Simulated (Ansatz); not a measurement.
# CH8N2OSi: small, medium and large basis sets

An exercise on one series of results from a longer session: the logs are not shown, and one member is left open.

Computed with Ansatz 0.2.0, Gaussian basis. Level: one geometry, several basis sets.

Levels to be run: PBE0-D4/def2-SVP; ωB97M-V/def2-SVP; PBE0-D4/def2-QZVPP; ωB97M-V/def2-QZVPP; the functionals' def2-TZVPP values are taken from earlier runs.

### Structure used throughout

An earlier PBE0-D4 in a triple-zeta def2 set relaxation fixed the geometry.

SMILES `NC(O)N[SiH3]`, 13 atoms, charge 0, spin multiplicity 1.

Atoms are counted from 1 here; the program's logs count them from 0.

Bond lengths: N1–C2 1.441 Å, N1–H6 1.015 Å, N1–H7 1.013 Å, C2–O3 1.410 Å, C2–N4 1.432 Å, C2–H8 1.100 Å, O3–H9 0.963 Å, N4–Si5 1.730 Å, N4–H10 1.012 Å, Si5–H11 1.490 Å, Si5–H12 1.486 Å, Si5–H13 1.486 Å. Angles: C2–N1–H6 109.8°, C2–N1–H7 110.2°, H6–N1–H7 108.0°, N1–C2–O3 107.8°, N1–C2–N4 115.3°, N1–C2–H8 107.3°, O3–C2–N4 109.0°, O3–C2–H8 110.4°, N4–C2–H8 106.9°, C2–O3–H9 106.6°, C2–N4–Si5 122.0°, C2–N4–H10 111.5°, Si5–N4–H10 116.7°, N4–Si5–H11 116.0°, N4–Si5–H12 107.5°, N4–Si5–H13 106.7°, H11–Si5–H12 107.9°, H11–Si5–H13 108.1° and more.

The first run:

File in.yaml:

```yaml
crystal:
  periodic: [false, false, false]
  atoms:
    - {symbol: N, position_ang: [-1.019650, -0.864088, 1.570383]}
    - {symbol: C, position_ang: [-0.423442, -0.622732, 0.281132]}
    - {symbol: O, position_ang: [0.400349, -1.725284, -0.027343]}
    - {symbol: N, position_ang: [0.348689, 0.578604, 0.178425]}
    - {symbol: Si, position_ang: [0.676185, 1.331208, -1.344616]}
    - {symbol: H, position_ang: [-0.296550, -0.899071, 2.281617]}
    - {symbol: H, position_ang: [-1.655737, -0.112936, 1.808199]}
    - {symbol: H, position_ang: [-1.243027, -0.539842, -0.447493]}
    - {symbol: H, position_ang: [-0.098126, -2.515771, 0.205531]}
    - {symbol: H, position_ang: [1.090646, 0.602428, 0.866476]}
    - {symbol: H, position_ang: [1.669429, 0.640800, -2.214883]}
    - {symbol: H, position_ang: [1.187244, 2.698203, -1.065535]}
    - {symbol: H, position_ang: [-0.615511, 1.393581, -2.077095]}
basis:
  gaussian: {orbitals: def2-SVP}
hamiltonian: {xc: pbe0, dispersion: d4}
output: {orbitals: {seedname: orbitals}}
```

Among the steps run: PBE0-D4 in def2-SVP; ωB97M-V in def2-SVP; PBE0-D4 in def2-QZVPP; ωB97M-V in def2-QZVPP.

One of the session's tables, all rows but one given; the rest of the session is left out.

It belongs to the step «Density functionals: the series». 

```
functional       basis  HOMO (eV)  LUMO (eV)
   PBE0-D4    def2-SVP      -6.93       1.17
   PBE0-D4  def2-TZVPP      -7.14       0.53
   PBE0-D4  def2-QZVPP          ?          ?
   ωB97M-V    def2-SVP      -9.28       2.98
   ωB97M-V  def2-TZVPP      -9.51       2.04
   ωB97M-V  def2-QZVPP      -9.55       1.49
```

**Question.** Estimate the row for PBE0-D4, def2-QZVPP.

As computed: HOMO (eV): -7.19; LUMO (eV): 0.26. In the column «HOMO (eV)» it lies between ωB97M-V, def2-SVP (-9.28) and PBE0-D4, def2-TZVPP (-7.14).
